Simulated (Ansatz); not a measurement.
Born–Oppenheimer molecular dynamics of a periodic cell of 36 atoms, Tl (start crystal Tl, start structure hcp, volume 1 times the crystal's). It starts from a structure without forces on its atoms.

All numbers below come from DFT PBEsol, scalar-relativistic, plane waves, PAW (Ansatz 0.2.0). Settings: accuracy low, cutoff 420 eV, k mesh 1x1x1, fermi-dirac smearing 0.1 eV, no spin polarisation.

```json
{
  "ensemble": "NVT, Langevin thermostat",
  "time step": "3 fs",
  "steps asked": "200",
  "set temperature": "900 K",
  "friction": "0.02 /fs",
  "seed": "189909"
}
```

First frame:

```xyz
36
Lattice="10.3800 0.0000 0.0000 -5.1900 8.9893 0.0000 0.0000 0.0000 11.0651" Properties=species:S:1:pos:R:3
Tl 0.000 0.000 0.000
Tl 0.000 1.998 2.766
Tl 0.000 0.000 5.532
Tl 0.000 1.998 8.299
Tl -1.730 2.996 0.000
Tl -1.730 4.994 2.766
Tl -1.730 2.996 5.532
Tl -1.730 4.994 8.299
Tl -3.460 5.993 0.000
Tl -3.460 7.990 2.766
Tl -3.460 5.993 5.532
Tl -3.460 7.990 8.299
Tl 3.460 0.000 0.000
Tl 3.460 1.998 2.766
Tl 3.460 0.000 5.532
Tl 3.460 1.998 8.299
Tl 1.730 2.996 0.000
Tl 1.730 4.994 2.766
Tl 1.730 2.996 5.532
Tl 1.730 4.994 8.299
Tl 0.000 5.993 0.000
Tl 0.000 7.990 2.766
Tl 0.000 5.993 5.532
Tl 0.000 7.990 8.299
Tl 6.920 0.000 0.000
Tl 6.920 1.998 2.766
Tl 6.920 0.000 5.532
Tl 6.920 1.998 8.299
Tl 5.190 2.996 0.000
Tl 5.190 4.994 2.766
Tl 5.190 2.996 5.532
Tl 5.190 4.994 8.299
Tl 3.460 5.993 0.000
Tl 3.460 7.990 2.766
Tl 3.460 5.993 5.532
Tl 3.460 7.990 8.299
```

Question: What does the run give?

Answer: The run went to its last step.

| Item | Value |
| --- | --- |
| steps done | 200 |
| time covered | 600 fs |
| mean temperature over the second half | 986 K |
| spread of the potential energy over the second half | 14.8 meV per atom |
| mean potential energy of the second half above the start | -59.3 meV per atom |

A run of 0.6 ps of so small a system gives no equilibrium averages. Limits of this set-up: coarse k mesh, low accuracy level.

Question: What happens to the structure?

Answer: Mean squared displacements from the first frame to the last, about the centre of mass: Tl 0.49 Å². Another seed would give other details.

Question: How do temperature and energy run in time?

Answer: 
```
time (fs)  T (K)  potential energy less start (eV)
        0    875                             0.000
       30   1003                            -0.086
       60   1085                            -0.235
       90   1033                            -0.153
      120    712                            -0.051
      150    716                            -0.306
      180    893                            -0.455
      210    726                            -0.219
      240    971                            -0.210
      270   1111                            -0.555
      300    995                            -0.999
      330    911                            -1.365
      360   1107                            -1.829
      390   1206                            -2.012
      420   1216                            -1.985
      450   1125                            -2.022
      480    794                            -2.212
      510    810                            -2.411
      540    938                            -2.507
      570    836                            -2.860
      600    821                            -3.308
```

Run time: 13 min on 4 threads of Intel(R) Xeon(R) Platinum 8259CL CPU @ 2.50GHz (Skylake/Cascade Lake) (shared host), peak memory 1.3 GiB.
